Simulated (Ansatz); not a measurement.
Consider the interaction energy of a dimer with the counterpoise correction of BBrClH, SMILES ClBBr (Ansatz 0.2.0 through its Python package).

The script, `dimer_bbrclh.py`:
```python
import ansatz as az

FIRST = [
    ("Cl", (-1.6572, -0.6077, 0.2032)),
    ("B", (-0.0411, 0.1578, -0.1093)),
    ("Br", (1.5448, -0.6681, 0.7149)),
    ("H", (0.1534, 1.1179, -0.8087)),
]
SECOND = [
    ("Cl", (1.847, 1.4435, -2.7184)),
    ("B", (0.5926, 0.8448, -3.8861)),
    ("Br", (-0.8783, 2.0632, -4.3636)),
    ("H", (0.597, -0.2318, -4.4246)),
]

def energy(atoms, ghosts=()):
    molecule = az.Crystal.molecule()
    for symbol, xyz in atoms:
        molecule = molecule.atom(symbol, xyz)
    calc = (
        molecule.calculation()
        .basis(gaussian="def2-SVP")
        .functional("B3LYP")
        .accuracy("high")
    )
    deck = calc.input()
    if ghosts:
        deck = deck.set(az.key.basis.gaussian.ghost_atoms, [{"symbol": s, "position_ang": list(xyz)} for s, xyz in ghosts])
    return az.Session.from_dict(deck).plan().execute().report["free_energy_ev"]

both = energy(FIRST + SECOND)
alone = energy(FIRST) + energy(SECOND)
ghosted = energy(FIRST, SECOND) + energy(SECOND, FIRST)
print(f"dimer {both:.6f} eV")
print(f"interaction, uncorrected   {(both - alone):8.3f} eV")
print(f"interaction, counterpoise  {(both - ghosted):8.3f} eV")
print(f"basis-set superposition    {(alone - ghosted):8.3f} eV")
```

How large is the interaction at this pose, and how much of it is basis-set superposition?

Uncorrected it is 0.088 eV, with the counterpoise correction 0.136 eV; the difference, 0.05 eV, is the superposition error. In this basis both values are repulsive.

The run itself:

Running `python dimer_bbrclh.py` prints:
```text
dimer -166502.965110 eV
interaction, uncorrected      0.088 eV
interaction, counterpoise     0.136 eV
basis-set superposition       0.048 eV
```

These settings explore the input space; basis and method may be short of convergence. The dimer is a generated trial pose of unrelaxed monomers, not a minimum, so the figure is no binding energy, and the basis set is small. b3lyp holds the VWN-RPA fit, as in Gaussian; the form of ORCA and Turbomole is b3lyp5. This level lacks the dispersion part of the attraction (electrostatics and induction are there), which can decide the sign where the interaction is weak. Wall time of the script: 42 s on 1 thread of Intel(R) Xeon(R) 6975P-C (Granite Rapids) (shared host), peak memory 0.75 GiB.

(Lines on the test bed's own set-up are left out of the output.)
